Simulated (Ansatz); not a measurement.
## CH7NOSi, SMILES NCO[SiH3]: a geometry optimisation, step by step

Program: the Python package of Ansatz (0.2.0).

At the Python prompt:
```pycon
>>> import ansatz
>>> from ase import Atoms
>>> import numpy as np
>>> atoms = Atoms(['N', 'C', 'O', 'Si', 'H', 'H', 'H', 'H', 'H', 'H', 'H'], positions=[
...     (-1.765, 1.0413, -0.1843),
...     (-0.8587, 0.1247, 0.3131),
...     (0.286, 0.2495, -0.4686),
...     (1.6688, -0.7392, -0.0789),
...     (-1.9192, 0.8863, -1.2085),
...     (-1.3621, 2.0149, -0.1651),
...     (-1.2544, -0.8776, 0.2351),
...     (-0.6221, 0.3641, 1.3643),
...     (2.0068, -0.485, 1.3704),
...     (2.7322, -0.4748, -0.9648),
...     (1.1532, -2.1613, -0.1921),
... ])
>>> molecule = ansatz.Crystal.molecule_from_ase(atoms)
>>> calc = (
...     molecule.calculation()
...     .basis(gaussian='cc-pVDZ')
...     .functional('B3LYP')
... )
>>> symbols = [site.symbol for site in molecule.cartesian_sites]
>>> start = np.array([site.position_ang for site in molecule.cartesian_sites], dtype=float)
>>> def progress(event):
...     if event['event'] == 'relax_step':
...         row = event['data']
...         print(f'step {row["step"]:3d}  E = {row["lagrangian_ev"]:.6f} eV  largest force component {row["allowed_force_max_ev_ang"]:.4f} eV/A')
...
>>> report = calc.relax(force_tolerance=0.005).session().plan().execute(on_event=progress).report
step   1  E = -12566.498127 eV  largest force component 3.1999 eV/A
step   2  E = -12566.835326 eV  largest force component 1.1731 eV/A
step   3  E = -12566.859447 eV  largest force component 0.6265 eV/A
step   4  E = -12566.886038 eV  largest force component 0.1302 eV/A
step   5  E = -12566.886795 eV  largest force component 0.0431 eV/A
step   6  E = -12566.886877 eV  largest force component 0.0059 eV/A
step   7  E = -12566.886879 eV  largest force component 0.0006 eV/A
>>> end = np.array(report['positions_ang'])
>>> print(f'E = {report["free_energy_ev"]:.6f} eV = {report["free_energy_ev"] / 27.211386246:.7f} Ha')
E = -12566.887153 eV = -461.8245847 Ha
>>> print('converged:', report['converged'], ' doubts:', report['published_state_doubts'] or 'none')
converged: True  doubts: none
>>> print('final positions (A) and the move of each atom')
final positions (A) and the move of each atom
>>> for symbol, xyz, old in zip(symbols, end, start):
...     print(f'{symbol:2s} {xyz[0]:10.5f} {xyz[1]:10.5f} {xyz[2]:10.5f}   {np.linalg.norm(xyz - old):7.4f}')
...
N    -1.82790    1.11346   -0.22182    0.1028
C    -0.89289    0.16810    0.30188    0.0564
O     0.35967    0.19468   -0.41013    0.1089
Si    1.67348   -0.80000   -0.03764    0.0736
H    -1.98933    0.92120   -1.21300    0.0785
H    -1.42507    2.05226   -0.17865    0.0745
H    -1.33204   -0.84437    0.23234    0.0845
H    -0.71253    0.39770    1.36844    0.0966
H     2.15199   -0.56869    1.36558    0.1676
H     2.74421   -0.44076   -1.01044    0.0582
H     1.31592   -2.25069   -0.17598    0.1864
>>> charges = report['charge_distribution']
>>> print('dipole moment', round(4.803205 * float(np.linalg.norm(charges['dipole_moment_e_ang'])), 3), 'D')
dipole moment 0.101 D
>>> print('Mulliken:', [(s, round(q, 3)) for s, q in zip(symbols, charges['mulliken_charges_e'])])
Mulliken: [('N', -0.168), ('C', 0.204), ('O', -0.443), ('Si', 0.475), ('H', 0.078), ('H', 0.078), ('H', 0.022), ('H', 0.022), ('H', -0.097), ('H', -0.074), ('H', -0.097)]
```

What to keep in mind:
- Total energies depend on the basis set; only differences at equal settings carry meaning.
- The end point is the stationary point reached from this start; no frequency run checks that it is a minimum, and the basis set is modest.
- b3lyp holds the VWN-RPA fit, as in Gaussian; the form of ORCA and Turbomole is b3lyp5.
- It ran for 28 s on 1 thread of Arm Neoverse V2, with other jobs on the host, peak memory 0.26 GiB.

(Lines on the test bed's own set-up are left out of the output.)
